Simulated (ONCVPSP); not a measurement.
**Pseudopotential generation for Cu: ONCV, LDA (Perdew-Wang 92)**

Do these settings give a usable potential? It is generated, then checked for transferability, scattering, ghosts and hardness.

Method: ONCVPSP 4.0.1.1 (patched build), LDA (Perdew-Wang 92), scalar-relativistic.

**1. Starting point**

The settings as typed:

* element: copper (Cu, Z = 29)
* type: optimised norm-conserving Vanderbilt (ONCV)
* frozen core: [Ne]
* valence charge: 19
* reference configuration: 3s2 3p6 3d10 4s1
* partial waves: 3s+4s: rc 1.40 bohr, ncon 3, nbas 8, qcut 6.8 1/bohr, 2 projectors; 3p: rc 1.05 bohr, ncon 5, nbas 8, qcut 16.7 1/bohr, 2 projectors, debl 0.3 Ha; 3d: rc 1.05 bohr, ncon 3, nbas 8, qcut 14.6 1/bohr, local; f scattering state at 0.44 Ha: rc 1.35 bohr, ncon 4, nbas 8, qcut 9.4 1/bohr, 2 projectors, debl 2.9 Ha
* local potential: the d channel
* core correction: Teter function, fcfact 2, rcfact 1.55

The nodes and maxima of the atom's own shells, from an earlier all-electron run, set the scale for the radii.

All-electron outer shells of the reference configuration (LDA (PZ), scalar-relativistic, ld1.x):

```
shell  level (eV)  outermost node (bohr)  outermost maximum (bohr)
   2p     -916.44                      –                      0.16
   3s     -114.15                   0.29                      0.61
   3p      -72.03                   0.26                      0.62
   3d       -5.32                      –                      0.60
   4s       -4.87                   0.89                      2.24
   4p       -0.79                   0.98                      3.52
```

**2. The generation run**

Cu.dat reads:

```
# ATOM AND REFERENCE CONFIGURATION
# atsym  z   nc   nv     iexc    psfile
  Cu 29.00    3    4  -001012      upf
#
#   n    l    f
    1    0    2.00
    2    0    2.00
    2    1    6.00
    3    0    2.00
    3    1    6.00
    3    2   10.00
    4    0    1.00
#
# PSEUDOPOTENTIAL AND OPTIMIZATION
# lmax
    3
#
#   l,   rc,      ep,       ncon, nbas, qcut
    0    1.40    0.00    3    8    6.80
    1    1.05    0.00    5    8   16.70
    2    1.05    0.00    3    8   14.60
    3    1.35    0.44    4    8    9.40
#
# LOCAL POTENTIAL
# lloc, lpopt,  rc(5),   dvloc0
    2    5    1.05    0.00
#
# VANDERBILT-KLEINMAN-BYLANDER PROJECTORs
# l, nproj, debl
    0    2    1.90
    1    2    0.30
    2    0    1.60
    3    2    2.90
#
# MODEL CORE CHARGE
# icmod, fcfact, rcfact
    3    2.00    1.55
#
# LOG DERIVATIVE ANALYSIS
# epsh1, epsh2, depsh
   -6.00    5.00    0.04
#
# OUTPUT GRID
# rlmax, drl
    6.00    0.01
#
# TEST CONFIGURATIONS
# ncnf
    4
# nvcnf
#   n    l    f
    4
    3    0    2.00
    3    1    6.00
    3    2   10.00
    4    0    0.00
#
    4
    3    0    2.00
    3    1    6.00
    3    2    9.00
    4    0    0.00
#
    4
    3    0    2.00
    3    1    6.00
    3    2    8.00
    4    0    0.00
#
    4
    3    0    2.00
    3    1    6.00
    3    2    7.00
    4    0    0.00
#
```

Run with:

```sh
oncvpsp.x < Cu.dat > Cu.out
```

Before running it: what results should come out? Wanted: cutoffs for 1 and 0.1 mHa per electron, occupied waves; bound ghosts; GHOST(+) flags; largest test error; largest phase difference near zero energy, channels read; rms error of d²Exc/dn², without and with the model core; projector energies reset by the program.

As calculated:

| quantity | value |
| --- | --- |
| cutoffs for 1 and 0.1 mHa per electron, occupied waves | 83 Ha and 98 Ha |
| bound ghosts | f at -70.56 eV |
| GHOST(+) flags | none at low energy |
| largest test error (AE − PS) | -24 meV, for 3s2 3p6 3d9 4s0 (2 tests unsolved) |
| largest phase difference near zero energy, channels read | 0.006 rad |
| rms error of d²Exc/dn², without and with the model core | 3.44 and 0.99 mHa |
| projector energies reset by the program | p: -2.647, 0.250 Ha |

In words: A bound ghost (f) makes it unfit for use: electrons can fall into a state that the atom doesn't have. The worst unpolarised test, 3s2 3p6 3d9 4s0, is off by 24 meV on 30.1 eV; by total energies transferability rates as good where solved. Atomic tests can pass in spite of a ghost, since they solve only for the levels asked. Of the tests 2 gave no usable energy difference, which is a warning in itself. By its cutoff, 83 Ha for the looser tolerance, it is very hard. Near zero energy the phases of the channels with partial waves agree within 0.006 rad. The pseudo curves have a pole with no partner nearby in the atom's: f at -2.58 Ha. These are tests on the free atom; a crystal test is still owed.
